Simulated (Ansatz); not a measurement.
# BH₃SiTe (SMILES [SiH2]=B[TeH]): functionals against CCSD(T) at one geometry

One table from this session's results is given with a row withheld; the runs are named, their logs left out.

Program: Ansatz 0.2.0, Gaussian basis. Level of theory: single points in def2-TZVPP. These are calculated values, not measurements.

Cores are frozen in the correlated methods. Filled d shells of the heavier atoms are correlated. Core potentials replace the inner electrons past krypton, and spin-orbit coupling is left out. B3LYP uses VWN-RPA correlation.

## The system as given

SMILES `[SiH2]=B[TeH]`, 6 atoms, charge 0, spin multiplicity 1.

Atoms are counted from 1 here; the program's logs count them from 0.

Bond lengths: Si1–B2 1.793 Å, Si1–H4 1.495 Å, Si1–H5 1.463 Å, B2–Te3 2.052 Å, Te3–H6 1.689 Å. Angles: B2–Si1–H4 124.9°, B2–Si1–H5 127.8°, H4–Si1–H5 106.6°, Si1–B2–Te3 157.2°, B2–Te3–H6 96.3°.

As a file:

```xyz
6
charge 0, multiplicity 1
Si   -0.46690   -0.84430   -0.97460
B     0.15210    0.23170    0.31910
Te    1.41920    0.87690    1.79820
H    -1.54850   -1.86100   -0.79680
H    -0.19930   -0.76680   -2.41100
H     0.64340    2.35110    2.07520
```

The first run:

Contents of run/in.yaml:

```yaml
crystal:
  periodic: [false, false, false]
  atoms:
    - {symbol: Si, position_ang: [-0.466900, -0.844300, -0.974600]}
    - {symbol: B, position_ang: [0.152100, 0.231700, 0.319100]}
    - {symbol: Te, position_ang: [1.419200, 0.876900, 1.798200]}
    - {symbol: H, position_ang: [-1.548500, -1.861000, -0.796800]}
    - {symbol: H, position_ang: [-0.199300, -0.766800, -2.411000]}
    - {symbol: H, position_ang: [0.643400, 2.351100, 2.075200]}
basis:
  gaussian: {orbitals: def2-TZVPP}
correlation: {method: ccsd_t}
output: {forces: true}
```

The command line of these runs was not kept.

Steps of the session up to this table: CCSD(T)/def2-TZVPP; PBE0-D4/def2-TZVPP; wB97M-V/def2-TZVPP; r2SCAN-D4/def2-TZVPP; PBE-D4/def2-TZVPP; B3LYP-D4/def2-TZVPP; revPBE-D4/def2-TZVPP.

One table of the session follows, with a row left open; its other results are not shown here.

```
   method  RMS force component (eV/Å)  angle to CCSD(T) forces (°)  dipole (D)
  CCSD(T)                       0.577                    reference        1.28
  PBE0-D4                       0.453                          9.8        1.12
  wB97M-V                       0.443                         15.0        0.97
r2SCAN-D4                       0.465                          9.7        1.23
   PBE-D4                       0.438                         20.2        1.36
 B3LYP-D4                       0.426                         11.5        1.14
revPBE-D4                           ?                            ?           ?
```

**Question.** Estimate the row for revPBE-D4.

**Answer.** RMS force component (eV/Å): 0.454; angle to CCSD(T) forces (°): 21.0; dipole (D): 1.35. In the column «RMS force component (eV/Å)» it lies between PBE0-D4 (0.453) and r2SCAN-D4 (0.465).
